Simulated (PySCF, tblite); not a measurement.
# C5H8O4Si: geometry, infrared bands and NMR shifts

Wanted: the infrared bands and NMR shifts of C5H8O4Si (`O=CO[Si@@H]1COCCC1=O`), by calculation.

Programs: tblite 0.8.0 and PySCF 2.14.0, with density-fitted response routines of our own. Each step states its level of theory. These are calculated values for one molecule in the gas phase, unless marked as measured. Atoms count from 0, in the outputs and in this text.

## (1) Starting geometry

18 atoms, charge 0, multiplicity 1; geometry from: force field or distance geometry start.

Bonds of the start (Å): O0–C1 1.27, C1–O2 1.38, O2–Si3 1.74, Si3–C4 1.86, C4–O5 1.40, O5–C6 1.39, C6–C7 1.54, C7–C8 1.49, C8–O9 1.21, C8–Si3 1.84, C1–H10 1.08, Si3–H11 1.47, C4–H12 1.10, C4–H13 1.13, C6–H14 1.10, C6–H15 1.11, C7–H16 1.12, C7–H17 1.10.

## (2) Geometry optimisation with GFN2-xTB

Job settings and geometry (Å):

```
{"job": {"kind": "relax", "xc": "GFN2-xTB", "basis": "xTB"}, "charge": 0, "multiplicity": 1}
O      3.375100    -1.128100    -0.253000
C      3.359000     0.076700     0.153500
O      2.172300     0.654300     0.566100
Si     0.729200    -0.308500     0.451400
C      0.126400    -0.513700    -1.298500
O     -1.267600    -0.680700    -1.295900
C     -1.936200     0.389500    -0.708200
C     -2.040700     0.232900     0.818400
C     -0.678900     0.432500     1.379100
O     -0.461400     1.059600     2.393700
H      4.296500     0.605700     0.193800
H      1.032600    -1.647000     0.986000
H      0.592100    -1.427400    -1.689800
H      0.440500     0.369100    -1.922900
H     -1.540200     1.377400    -0.984200
H     -2.986800     0.358900    -1.067800
H     -2.433800    -0.788900     1.062700
H     -2.786700     0.944000     1.203800
```

On the command line:

```console
OMP_NUM_THREADS=1 python probes_run.py task.json out
```

One launch serves the whole session: the jobs run in the order shown.

**Question.** This job is followed by: GFN2-xTB harmonic vibrations, gas phase; GIAO PBE0/pcSseg-1 NMR shielding, non-relativistic, gas phase. Predict these results of the whole session: strongest single infrared mode (GFN2-xTB); zero-point energy (GFN2-xTB); ¹³C shifts against TMS (PBE0/pcSseg-1); ¹H shifts against TMS (PBE0/pcSseg-1); ¹⁷O shifts against H2O (PBE0/pcSseg-1); ²⁹Si shifts against TMS (PBE0/pcSseg-1); surface potential, 1st and 99th percentile.

As calculated:

| quantity | value |
| --- | --- |
| strongest single infrared mode (GFN2-xTB) | 1179 cm⁻¹, 498 km/mol |
| zero-point energy (GFN2-xTB) | 79.6 kcal/mol |
| ¹³C shifts against TMS (PBE0/pcSseg-1) | 238.0, 165.2, 74.1, 67.5, 60.8 ppm |
| ¹H shifts against TMS (PBE0/pcSseg-1) | 8.01, 5.38, 4.84, 4.49, 3.64, 3.40, 2.77, 2.48 ppm |
| ¹⁷O shifts against H2O (PBE0/pcSseg-1) | 837.0, 466.5, 203.2, 34.9 ppm |
| ²⁹Si shifts against TMS (PBE0/pcSseg-1) | -44.5 ppm |
| surface potential, 1st and 99th percentile | -1.53 V and 1.31 V |

In words: Over 101 steps the energy fell by 0.804 eV; of the close pairs, O0–C1 changed most, 1.272 to 1.192 Å. All 48 modes are real, so the xTB geometry is a minimum. The strongest single mode, at 1179 cm⁻¹, moves mainly O2 and C1. Unscaled tight-binding wavenumbers are off by several per cent, some by more. Its intensities can rank the bands wrongly. At PBE0/pcSseg-1: The widest tensor belongs to O9: span 1738 ppm, with a paramagnetic part of -900 ppm. At PBE0/pcSseg-1, counted by nearest atom on the grid, the HOMO lies on O9 52 %; C8 14 %, the LUMO on C8 40 %; O9 29 %.
